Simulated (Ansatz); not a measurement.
# CCSD/cc-pVDZ run of CH6BN (SMILES CBN)

Aim: the electronic atomisation energy of CH6BN at CCSD/cc-pVDZ, from 5 runs. 

The calculation is run with Ansatz 0.2.0.

76 further runs of the same task are left out: 76 set aside as unsound or not needed.

### Step 1. Starting point

CH6BN has 9 atoms, charge 0, and is taken as a singlet. As SMILES, `CBN`. The coordinates come from a PBE0-D4/def2-TZVP relaxation.

Bond lengths: C1–B2 1.568 Å, B2–N3 1.392 Å, C1–H4 1.096 Å, C1–H5 1.095 Å, C1–H6 1.094 Å, B2–H7 1.202 Å, N3–H8 1.005 Å, N3–H9 1.007 Å. Some angles: C1–B2–N3 122.0°, C1–B2–H7 121.0°, N3–B2–H7 117.0°, B2–C1–H4 110.3°, B2–C1–H5 110.4°, B2–C1–H6 114.3°, B2–N3–H8 123.2°, B2–N3–H9 123.1°, H4–C1–H5 105.5°, H4–C1–H6 108.0°.

### Step 2. The energy at CCSD/cc-pVDZ

Input file job.yaml:

```yaml
crystal:
  periodic: [false, false, false]
  atoms:
    - {symbol: C, position_ang: [-0.665300, 0.757700, -0.590300]}
    - {symbol: B, position_ang: [0.459400, -0.282900, -0.256200]}
    - {symbol: "N", position_ang: [0.592800, -0.842800, 1.010700]}
    - {symbol: H, position_ang: [-1.291900, 0.390800, -1.410600]}
    - {symbol: H, position_ang: [-0.224600, 1.692200, -0.954300]}
    - {symbol: H, position_ang: [-1.319900, 0.998900, 0.252300]}
    - {symbol: H, position_ang: [1.248800, -0.632800, -1.092800]}
    - {symbol: H, position_ang: [1.306200, -1.511000, 1.244900]}
    - {symbol: H, position_ang: [-0.016800, -0.616400, 1.779200]}
basis:
  gaussian: {orbitals: cc-pVDZ}
correlation: {method: ccsd, frozen_orbitals: {B: 1, C: 1, H: 0, "N": 1}}
scf: {omitted_lower_state_checks: [cluster_reference, increment]}
accuracy: high
```

Command:

```bash
$ ansatz run job.yaml --threads 1 --pin off --max-ram 3480MiB --events-out events.jsonl --progress --plain --runs-dir runs
```

What it wrote:

```text
Warning: RAYON_NUM_THREADS=1 ignored (pool sized by the plan → 1); use --threads N
Functional definition: HF
  name "HF"
  exchange = exact_x
  correlation = 0
these checks for a lower state are left out or cut short: cluster_reference, increment
1723 factors; integrals over basis functions are off by at most 3.1e-9 eV
mean field evaluation 1: about -3277.7162 eV, gradient 3.3e1 eV
mean field evaluation 2: about -3277.7165 eV, gradient 3.3e1 eV
mean field evaluation 4: about -3280.3737 eV, gradient 2.9e0 eV
mean field evaluation 8: about -3280.4038 eV, gradient 8.9e-5 eV
mean field -3280.40378148 eV, -120.5526154317 hartree, gradient 4.4e-8 eV, S^2 0.000000; 0 other end points of the search recorded, 0 dependent functions left out
3 core orbitals not correlated: weight in the atoms' cores, before any rotation towards them, 1.000 or more for the frozen orbitals, at most 0.000 for the correlated occupied ones
reference -3280.40378148 eV, -120.5526154317 hartree; 9, 9 occupied and 60, 60 virtual orbitals, 1723 factors
second order -11.06546362 eV of doubles, -0.00000000 eV of singles
cycle   1  -11.80523419 eV  change   -7.4e-1 eV  update   7.1e-2
cycle   2  -12.11667810 eV  change   -3.1e-1 eV  update   2.2e-2
cycle   3  -12.17109308 eV  change   -5.4e-2 eV  update   1.1e-2
cycle   4  -12.16833356 eV  change    2.8e-3 eV  update   3.5e-3
cycle   5  -12.16819444 eV  change    1.4e-4 eV  update   1.2e-3
cycle   6  -12.16790527 eV  change    2.9e-4 eV  update   3.2e-4
cycle   7  -12.16784014 eV  change    6.5e-5 eV  update   8.3e-5
cycle   8  -12.16783927 eV  change    8.7e-7 eV  update   2.5e-5
cycle   9  -12.16783311 eV  change    6.2e-6 eV  update   5.8e-6
cycle  10  -12.16783090 eV  change    2.2e-6 eV  update   1.8e-6
cycle  11  -12.16783225 eV  change   -1.4e-6 eV  update   5.2e-7
cycle  12  -12.16783263 eV  change   -3.8e-7 eV  update   1.9e-7
cycle  13  -12.16783280 eV  change   -1.6e-7 eV  update   6.7e-8
cycle  14  -12.16783284 eV  change   -4.5e-8 eV  update   2.7e-8
cycle  15  -12.16783284 eV  change    2.4e-9 eV  update   1.8e-8
cycle  16  -12.16783301 eV  change   -1.7e-7 eV  update   1.1e-7
cycle  17  -12.16783308 eV  change   -6.3e-8 eV  update   2.6e-8
cycle  18  -12.16783308 eV  change   -9.0e-9 eV  update   6.7e-9
cycle  19  -12.16783309 eV  change   -1.1e-9 eV  update   2.0e-9
Total energy: -3292.57161456 eV, -120.9997750499 hartree
Checks for a lower state left out: cluster_reference, increment
```

Wall time 5.7 s (1 thread of Arm Neoverse V2, shared host); peak memory 0.39 GiB.

### Step 3. The B atom

Input file in.yaml:

```yaml
crystal:
  periodic: [false, false, false]
  atoms:
    - {symbol: B, position_ang: [0.000000, 0.000000, 0.000000]}
basis:
  gaussian:
    orbitals: cc-pVDZ
magnetization:
  spin_polarized: true
  initial_magnetization: 1
correlation:
  method: ccsd
  frozen_orbitals: {B: 1}
accuracy: high
scf:
  omitted_lower_state_checks: [cluster_reference, increment]
```

Run the same way, it converges to -24.58860 Eh (log not shown).

### Step 4. The C atom

Input file in.yaml:

```yaml
crystal:
  periodic: [false, false, false]
  atoms:
    - symbol: C
      position_ang: [0.000000, 0.000000, 0.000000]
basis:
  gaussian: {orbitals: cc-pVDZ}
magnetization: {spin_polarized: true, initial_magnetization: 2}
correlation: {method: ccsd, frozen_orbitals: {C: 1}}
accuracy: high
scf: {omitted_lower_state_checks: [cluster_reference, increment]}
```

Run the same way, it converges to -37.75945 Eh (log not shown).

### Step 5. The H atom: a single-point energy at UHF/cc-pVDZ

Input file input.yaml:

```yaml
crystal:
  periodic: [false, false, false]
  atoms:
    - {symbol: H, position_ang: [0.000000, 0.000000, 0.000000]}
basis:
  gaussian:
    orbitals: cc-pVDZ
magnetization:
  spin_polarized: true
  initial_magnetization: 1
hamiltonian:
  xc: hf
accuracy: high
```

Command:

```bash
$ ansatz run input.yaml --threads 1 --pin off --max-ram 3480MiB --events-out events.jsonl --progress --plain --runs-dir runs
```

What it wrote:

```text
Warning: RAYON_NUM_THREADS=1 ignored (pool sized by the plan → 1); use --threads N
[... 4 set-up lines as earlier in the session ...]
15 factors; integrals over basis functions are off by at most 4.6e-8 eV
mean field evaluation 1: about -13.5522 eV, gradient 1.6e0 eV
mean field evaluation 2: about -13.5522 eV, gradient 1.6e0 eV
mean field evaluation 4: about -13.5861 eV, gradient 1.4e-4 eV
mean field evaluation 8: about -13.5861 eV, gradient 4.9e-14 eV
mean field -13.58605748 eV, -0.4992784034 hartree, gradient 1.6e-10 eV, S^2 0.750000; 0 other end points of the search recorded, 0 dependent functions left out
reference -13.58605748 eV, -0.4992784034 hartree; 1, 0 occupied and 4, 5 virtual orbitals, 15 factors
Total energy: -13.58605748 eV, -0.4992784034 hartree
```

Run time: 0.04 s. Hardware: 1 thread of Arm Neoverse V2, shared host.

### Step 6. The N atom

Input file input.yaml:

```yaml
basis:
  gaussian:
    orbitals: cc-pVDZ
crystal:
  periodic: [false, false, false]
  atoms:
    - {symbol: "N", position_ang: [0.000000, 0.000000, 0.000000]}
magnetization:
  spin_polarized: true
  initial_magnetization: 3
correlation:
  method: ccsd
  frozen_orbitals: {"N": 1}
accuracy: high
scf:
  omitted_lower_state_checks: [cluster_reference, increment]
```

Run the same way, it converges to -54.47787 Eh (log not shown).

### Step 7. Outcome

At CCSD/cc-pVDZ, 3 core orbitals frozen:

| quantity | value |
| --- | --- |
| molecule: total energy | -120.99978 Eh |
| molecule: correlation energy (3 core orbitals frozen) | -447.2 mEh |
| molecule: T1 diagnostic | 0.012 |
| B atom: total energy | -24.58860 Eh |
| B atom: correlation energy (1 core orbital frozen) | -58.6 mEh |
| B atom: ⟨S²⟩ of the reference determinant | 0.757 |
| B atom: T1 diagnostic | 0.011 |
| C atom: total energy | -37.75945 Eh |
| C atom: correlation energy (1 core orbital frozen) | -72.9 mEh |
| C atom: ⟨S²⟩ of the reference determinant | 2.006 |
| C atom: T1 diagnostic | 0.007 |
| H atom: total energy | -0.49928 Eh |
| H atom: ⟨S²⟩ | 0.750 |
| N atom: total energy | -54.47787 Eh |
| N atom: correlation energy (1 core orbital frozen) | -86.8 mEh |
| N atom: ⟨S²⟩ of the reference determinant | 3.754 |
| N atom: T1 diagnostic | 0.004 |
| electronic atomisation energy | 32.060 eV |

Taking the molecule apart into free atoms costs 32.06 eV (3093 kJ/mol), before zero-point energy and without spin-orbit coupling.
